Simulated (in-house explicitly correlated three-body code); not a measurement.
**Two electrons around a charge of +1.36: exact states and exact Kohn–Sham parts**

System: two electrons around a charge of +1.36. A variational three-body run gives its energies and expectation values, then the exact Kohn–Sham parts of the ground state and the errors of common functionals.

Program: in-house explicitly correlated three-body code version 1. Level of theory: two electrons, non-relativistic, variational in exponentially correlated functions. These are calculated values, not measurements, unless marked.

### Step 1. What is computed

```
charge of the centre : +1.36
mass of the centre   : infinite
interactions         : Coulomb
basis                : 260 functions exp(−a r1 − b r2 − g r12) a state, exponent ranges optimised
units                : hartree and bohr; relativity and QED are left out
```

### Step 2. Input and results

Settings:

```ini
Z = 1.36
interaction_strength = 1.0
functions = 260
states_tried = 13
```

Command:

```console
python run_hyl.py task.json out
```

Results of the run (chosen fields of its result record, rounded):

```text
{
  "status": "converged",
  "states [hartree, bohr]": [
    {"name": "1 1S", "E": -1.152100846144, "change": 2e-10, "T": 1.1521008428, "inv_r": 1.048426407, "inv_r12": 0.5475181391, "r": 1.56114464, "r2": 3.4919918, "r12": 2.4469464, "r12_2": 7.46125807, "cos": -0.08984185, "p1p2": 0.078064702, "d1": 0.4858092, "d12": 0.017661},
    {"name": "2 3S", "E": -0.9548694687252, "change": 1.4e-10, "T": 0.9548694716, "inv_r": 0.7509611367, "inv_r12": 0.1328753514, "r": 5.11246667, "r2": 50.6062021, "r12": 9.22302947, "r12_2": 101.52198, "cos": -0.01455599, "p1p2": 0.001760498, "d1": 0.4047489, "d12": 0.0},
    {"name": "2 1S", "E": -0.9479943116483, "change": 1.4e-09, "T": 0.94799431694, "inv_r": 0.7363994722, "inv_r12": 0.1070179359, "r": 6.4688034, "r2": 82.932022, "r12": 11.9075154, "r12_2": 166.120109, "cos": -0.009909635, "p1p2": 0.0023865285, "d1": 0.4035307, "d12": 0.0005954},
    {"name": "2 3P", "E": -0.9416289313403, "change": 5.2e-09, "T": 0.94162897716, "inv_r": 0.7276327012, "inv_r12": 0.09590303864, "r": 7.13310861, "r2": 105.831593, "r12": 13.2319518, "r12_2": 211.9345, "cos": -0.01119411, "p1p2": -0.0033304076, "d1": 0.399428, "d12": 0.0},
    {"name": "2 1P", "E": -0.9410392195963, "change": 2.6e-09, "T": 0.94103923722, "inv_r": 0.7249421103, "inv_r12": 0.08976408326, "r": 7.48512378, "r2": 116.142561, "r12": 13.9266025, "r12_2": 232.500171, "cos": -0.006715449, "p1p2": 0.002199513, "d1": 0.4002816, "d12": 1.1505e-05},
    {"name": "3 3S", "E": -0.9353716409344, "change": 2.2e-09, "T": 0.9353721184, "inv_r": 0.7067114223, "inv_r12": 0.05151130944, "r": 13.3636256, "r2": 376.296894, "r12": 25.6585474, "r12_2": 752.721201, "cos": -0.00319614, "p1p2": 0.00037810467, "d1": 0.4012844, "d12": 0.0},
    {"name": "3 1S", "E": -0.9338205207213, "change": 2.5e-08, "T": 0.93382001914, "inv_r": 0.7031065179, "inv_r12": 0.0448091888, "r": 15.5767531, "r2": 514.491845, "r12": 30.0786293, "r12_2": 1029.09561, "cos": -0.002535241, "p1p2": 0.00058697943, "d1": 0.401148, "d12": 0.00014766},
    {"name": "3 3P", "E": -0.9322060975459, "change": 2.6e-08, "T": 0.93220600899, "inv_r": 0.7008525763, "inv_r12": 0.04190690107, "r": 17.3534807, "r2": 653.32926, "r12": 33.631672, "r12_2": 1306.77504, "cos": -0.003335918, "p1p2": -0.0010994931, "d1": 0.4000222, "d12": 0.0},
    {"name": "3 1P", "E": -0.9320064370468, "change": 6.7e-09, "T": 0.93200673385, "inv_r": 0.6999562159, "inv_r12": 0.03986773639, "r": 17.9036199, "r2": 694.309131, "r12": 34.7289332, "r12_2": 1388.71631, "cos": -0.00191402, "p1p2": 0.00074271731, "d1": 0.4003274, "d12": 3.9432e-06},
    {"name": "4 3S", "E": -0.9301570201932, "change": 9.4e-08, "T": 0.93018021841, "inv_r": 0.6939265759, "inv_r12": 0.0271430479, "r": 25.7844755, "r2": 1437.43553, "r12": 50.4830075, "r12_2": 2874.93564, "cos": -0.001163159, "p1p2": 0.00013569657, "d1": 0.4006968, "d12": 0.0},
    {"name": "4 1S", "E": -0.9295777289957, "change": 5.7e-08, "T": 0.92957956472, "inv_r": 0.6925195282, "inv_r12": 0.02449582294, "r": 28.8507308, "r2": 1804.01607, "r12": 56.6132621, "r12_2": 3608.09445, "cos": -0.0009932329, "p1p2": 0.00022743579, "d1": 0.4006567, "d12": 5.7242e-05},
    {"name": "4 3P", "E": -0.9289394464395, "change": 7.8e-08, "T": 0.92894226311, "inv_r": 0.6916192827, "inv_r12": 0.02332273924, "r": 31.7468415, "r2": 2211.33828, "r12": 62.4054351, "r12_2": 4422.73939, "cos": -0.001401724, "p1p2": -0.00047678403, "d1": 0.4002184, "d12": 0.0},
    {"name": "4 1P", "E": -0.9288519457402, "change": 4.7e-08, "T": 0.92885541599, "inv_r": 0.6912290147, "inv_r12": 0.02243555831, "r": 32.486186, "r2": 2313.83319, "r12": 63.8828459, "r12_2": 4627.72158, "cos": -0.0007971614, "p1p2": 0.00032572747, "d1": 0.4003376, "d12": 1.7383e-06}
  ],
  "threshold [hartree]": -0.9248,
  "transitions": [
    ["1 1S", "2 1P", 0.21106163, 0.5107698],
    ["1 1S", "3 1P", 0.22009441, 0.1488835],
    ["1 1S", "4 1P", 0.2232489, 0.06220202],
    ["2 1S", "2 1P", 0.0069550921, 154.3383],
    ["2 1S", "3 1P", 0.015987875, 1.358278],
    ["2 1S", "4 1P", 0.019142366, 0.6647392],
    ["3 1S", "2 1P", -0.0072186989, 62.81575],
    ["3 1S", "3 1P", 0.0018140837, 951.501],
    ["3 1S", "4 1P", 0.004968575, 1.462634],
    ["4 1S", "2 1P", -0.011461491, 5.118092],
    ["4 1S", "3 1P", -0.0024287081, 376.4902],
    ["4 1S", "4 1P", 0.00072578326, 3209.209],
    ["2 3S", "2 3P", 0.013240537, 97.03236],
    ["2 3S", "3 3P", 0.022663371, 0.4706341],
    ["2 3S", "4 3P", 0.025930022, 0.0307614],
    ["3 3S", "2 3P", -0.0062572904, 102.8919],
    ["3 3S", "3 3P", 0.0031655434, 639.0681],
    ["3 3S", "4 3P", 0.0064321945, 6.459898],
    ["4 3S", "2 3P", -0.011471911, 4.39893],
    ["4 3S", "3 3P", -0.0020490774, 621.6975],
    ["4 3S", "4 3P", 0.0012175738, 2212.268]
  ],
  "polarisability [au]": {"1 1S": {"alpha": 12.61719, "c6": 37.2692, "f_sum": 2.000098}},
  "kohn_sham [hartree]": {"Ts": 1.11965978, "hartree": 1.2412221, "Ex": -0.620611051, "Tc": 0.0324410612, "Uc": -0.0730929117, "Ec": -0.0406518504, "norm": 1.99999999},
  "hartree_fock [hartree]": [-1.1117561839, -0.243900455]
}
```

«change» is the move of the energy from 170 to 260 functions; states that moved too far are left out. d1 and d12 are the expectation values of δ(r1) and δ(r12).

Wall time 31 s (1 thread of Intel Xeon Platinum 8488C (Sapphire Rapids), shared host).

### Step 3. The bound states

Binding counts from the one-electron threshold at -0.924800 hartree:

```tsv
state	binding (eV)	excitation (eV)	quantum defect	⟨r⟩	⟨r12⟩ (bohr)	⟨cos θ12⟩
1 ¹S	6.18517	0	0.466	1.561	2.447	-0.0898
2 ³S	0.818232	5.36694	0.532	5.112	9.223	-0.0146
2 ¹S	0.631149	5.55402	0.329	6.469	11.91	-0.0099
2 ³P	0.457939	5.72723	0.038	7.133	13.23	-0.0112
2 ¹P	0.441892	5.74328	0.002	7.485	13.93	-0.0067
3 ³S	0.287669	5.89750	0.524	13.36	25.66	-0.0032
3 ¹S	0.245461	5.93971	0.320	15.58	30.08	-0.0025
3 ³P	0.201530	5.98364	0.042	17.35	33.63	-0.0033
3 ¹P	0.196097	5.98907	0.001	17.90	34.73	-0.0019
4 ³S	0.145772	6.03940	0.522	25.78	50.48	-0.0012
4 ¹S	0.130009	6.05516	0.317	28.85	56.61	-0.0010
4 ³P	0.112640	6.07253	0.043	31.75	62.41	-0.0014
4 ¹P	0.110259	6.07491	0.001	32.49	63.88	-0.0008
```

### Step 4. Electric-dipole lines

Oscillator strengths from the S state (negative where P lies lower) and rates of the upper state's decay:

```tsv
S	P	E(P) − E(S) (eV)	f	rate (1/s)
1 ¹S	2 ¹P	5.7433	0.07187	3.429e+07
1 ¹S	3 ¹P	5.9891	0.02185	1.133e+07
1 ¹S	4 ¹P	6.0749	0.009258	4.942e+06
2 ¹S	2 ¹P	0.18926	0.7156	3.707e+05
2 ¹S	3 ¹P	0.43505	0.01448	3.963e+04
2 ¹S	4 ¹P	0.52089	0.008483	3.329e+04
3 ¹S	2 ¹P	-0.19643	-0.3023	5.061e+05
3 ¹S	3 ¹P	0.049364	1.151	4.056e+04
3 ¹S	4 ¹P	0.13520	0.004845	1.281e+03
4 ¹S	2 ¹P	-0.31188	-0.03911	1.651e+05
4 ¹S	3 ¹P	-0.066089	-0.6096	1.155e+05
4 ¹S	4 ¹P	0.019750	1.553	8.760e+03
2 ³S	2 ³P	0.36029	0.8565	1.608e+06
2 ³S	3 ³P	0.61670	0.007111	3.912e+04
2 ³S	4 ³P	0.70559	5.318e-04	3.829e+03
3 ³S	2 ³P	-0.17027	-0.4292	5.400e+05
3 ³S	3 ³P	0.086139	1.349	1.447e+05
3 ³S	4 ³P	0.17503	0.02770	1.227e+04
4 ³S	2 ³P	-0.31217	-0.03364	1.423e+05
4 ³S	3 ³P	-0.055758	-0.8493	1.146e+05
4 ³S	4 ³P	0.033132	1.796	2.851e+04
```

### Step 5. Kohn–Sham potentials from the exact density

With two electrons in one orbital the density fixes the Kohn–Sham potential directly; exchange is minus half the Hartree term. On a radial grid:

```tsv
r (bohr)	4πr²n	v_x	v_c	pair density 4πr12²h	Coulomb hole
0.154	0.1914	-1.029	-0.056	0.005942	-0.00747
0.214	0.3154	-1.013	-0.048	0.01184	-0.0135
0.298	0.4912	-0.9869	-0.035	0.02365	-0.0237
0.415	0.7060	-0.9446	-0.018	0.04672	-0.0390
0.578	0.9127	-0.8811	0.004	0.08956	-0.0575
0.805	1.029	-0.7929	0.024	0.1613	-0.0702
1.12	0.9780	-0.6826	0.036	0.2597	-0.0601
1.56	0.7548	-0.5583	0.034	0.3490	-0.0172
2.17	0.4531	-0.4349	0.020	0.3545	0.0306
3.03	0.1948	-0.3242	0.007	0.2379	0.0362
4.21	0.05466	-0.2367	0.001	0.09058	0.0107
5.87	0.008134	-0.1703	0.000	0.01564	-9.70e-04
```

The last two columns are read against r12, and the hole is the exact less the Kohn–Sham pair density.

### Step 6. Errors of approximate functionals

Errors in millihartree. The functional-driven error is that on the exact density; the rest comes from the functional's own density. Hybrids were run self-consistently alone, so they have no split; a dash in a self-consistent column means that the top level came out unbound:

| functional | exchange | correlation | functional-driven | density-driven | total, self-consistent | top level + binding (eV) |
| --- | --- | --- | --- | --- | --- | --- |
| LDA VWN5 | +82.5 | -50.4 | +32.1 | -1.1 | +31.0 | +4.66 |
| LDA PW92 | +82.5 | -50.2 | +32.3 | -1.2 | +31.1 | +4.66 |
| PBE | +0.9 | +3.4 | +4.3 | -0.7 | +3.6 | +4.68 |
| PBEsol | +29.9 | -5.6 | +24.3 | -0.7 | +23.6 | +4.78 |
| BLYP | -5.9 | +3.0 | -2.9 | -1.0 | -3.9 | +4.67 |
| RPBE | -10.2 | +3.4 | -6.8 | -0.9 | -7.6 | +4.67 |
| PW91 | -1.0 | +1.0 | 0.0 | -0.7 | -0.8 | +4.63 |
| BP86 | -5.9 | -1.8 | -7.7 | -0.5 | -8.2 | +4.55 |
| OLYP | -5.4 | +3.0 | -2.5 | -1.2 | -3.7 | +4.75 |
| AM05 | +62.1 | -38.3 | +23.8 | -0.8 | +22.9 | +4.79 |
| TPSS | -6.5 | +2.1 | -4.4 | -0.3 | -4.6 | +4.50 |
| revTPSS | -5.7 | -1.4 | -7.1 | -0.2 | -7.3 | +4.39 |
| SCAN | -6.6 | +6.2 | -0.4 | -0.2 | -0.6 | +4.37 |
| r2SCAN | -6.6 | +6.2 | -0.4 | -0.2 | -0.6 | +4.37 |
| M06-L | -8.7 | +6.0 | -2.7 | -2.3 | -5.0 | +4.40 |
| PBE0 | – | – | – | – | +4.0 | +3.30 |
| B3LYP (VWN-RPA) | – | – | – | – | -11.8 | +3.43 |
| HSE06 | – | – | – | – | +3.3 | +3.71 |
| ωB97X | – | – | – | – | -3.0 | +0.62 |
| r2SCAN0 | – | – | – | – | +1.2 | +3.07 |

### Step 7. Results

```
                          quantity                                value
               ground-state energy                  -1.15210085 hartree
    binding of the second electron                            6.1852 eV
                  ⟨r12⟩, ⟨cos θ12⟩                  2.447 bohr, -0.0898
          resonance line 1 ¹S–2 ¹P                5.7433 eV, f = 0.0719
polarisability of the ground state                         12.617 bohr³
            Ts, Ex, Ec (Kohn–Sham)  1.11966, -0.62061, -0.04065 hartree
           exact less Hartree–Fock                     -0.04034 hartree
```

**Reading.** The second electron is bound by 6.185 eV, and the mean cosine of -0.090 shows the electrons leaning only slightly to opposite sides. The virial ratio −T/E is 1.0000000, where an exact Coulomb state gives 1. Exchange puts 2 ³S 0.187 eV under 2 ¹S. On the exact density PW91 errs least (0.0 millihartree) and LDA PW92 most (+32.3). Self-consistent top levels of the semilocal functionals lie +4.4 to +4.8 eV from minus the binding energy, the exact Kohn–Sham level.
